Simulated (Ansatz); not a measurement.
# YbGe2Pd3: the cost of one run

Method: DFT PBE, scalar-relativistic, plane waves, PAW, in Ansatz 0.2.0.

## 1. The starting structure

The structure is orthorhombic, space group Cmmm (No. 65). The conventional cell has a = 6.207 Å, b = 9.465 Å, c = 3.089 Å, α = 90.00°, β = 90.00°, γ = 90.00°. Yb (site symmetry mmm) has 2 Ge at 2.69 Å and 2 Yb at 3.09 Å as nearest neighbours. Ge (site symmetry m2m) has 5 Pd at 2.04 to 2.21 Å as nearest neighbours. Pd (site symmetry mmm) has 2 Ge at 2.04 Å as nearest neighbours. Pd (site symmetry 2/m) is surrounded by 4 Ge at 2.21 Å.

Structure file:

```
CELL_PARAMETERS angstrom
3.10357 -4.73271 0.00000
3.10357 4.73271 0.00000
0.00000 0.00000 3.08928
ATOMIC_POSITIONS crystal
Yb 0.50000 0.50000 0.00000
Ge 0.21563 0.78437 0.00000
Ge 0.78437 0.21563 0.00000
Pd 0.00000 0.00000 0.00000
Pd 0.50000 0.00000 0.50000
Pd 0.00000 0.50000 0.50000
```

The cell is invented: species swapped into a database cell of NaH2Pd3 (Cmmm, No. 65), with Yb on the Na sites and Ge on the H sites. Lengths come from tabulated atomic sizes and are only a guess.

## 2. The guess as it stands, on a coarse mesh

input.yaml

```yaml
crystal:
  lattice:
    - [3.10357087, -4.73270776, 0.0]
    - [3.10357087, 4.73270776, 0.0]
    - [0.0, 0.0, 3.08928457]
  atoms:
    - { symbol: Yb, position: [0.5, 0.5, 0.0] }
    - { symbol: Ge, position: [0.2156325, 0.7843675, 0.0] }
    - { symbol: Ge, position: [0.7843675, 0.2156325, 0.0] }
    - { symbol: Pd, position: [0.0, 0.0, 0.0] }
    - { symbol: Pd, position: [0.5, 0.0, 0.5] }
    - { symbol: Pd, position: [0.0, 0.5, 0.5] }
basis:
  ecutwfc: 420
kpoints:
  mp_grid: { grid: [4, 4, 6] }
hamiltonian:
  xc: pbe
scf:
  occupations: { method: gaussian, width: 0.1 }
  lower_state_search: "off"
output:
  forces: true
  stress: true
  eigenvalues: true
```

Started as:

```bash
$ ansatz run input.yaml --threads 1 --pin off --max-ram 2560MiB --backend cpu --events-out ev --progress --plain --runs-dir out
```

Q: Estimate wall time and peak memory on 1 thread of Arm Neoverse N1, shared host.

About 23 s, with a peak of 0.45 GiB.
